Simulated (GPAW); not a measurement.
Cd3Se:

```
Cd Se
1.0
    -2.04095    2.04095    6.08708
     2.04095   -2.04095    6.08708
     2.04095    2.04095   -6.08708
Cd Se
3 1
Direct
  0.50000 0.50000 0.00000
  0.25000 0.75000 0.50000
  0.75000 0.25000 0.50000
  0.00000 0.00000 0.00000
```

The cell comes from a database or a generator and needn't be the stable form of this composition.

Base run:

```yaml
Program: GPAW 26.7.0
Functional: LDA
Potentials_or_basis: the program's PAW data sets (release 1.2.1) made for this functional
Cutoff: 450 eV
Basis: pw
k_mesh: 7 × 7 × 7
Occupations: fermi-dirac, width 0.05 eV
Spin: no spin polarisation
```

Its results: pressure -7.1 GPa.

The run is repeated on the same cell with these changes: cutoff from 450 eV to 600 eV; k mesh from 7 × 7 × 7 to 6 × 6 × 6. What comes out?

Pressure -6.0 GPa.

Caveats: some runs use coarse meshes; the cutoff is short for stress and forces, so pressures can be off by a GPa or more (some runs).

Not every run made on this cell is shown here.
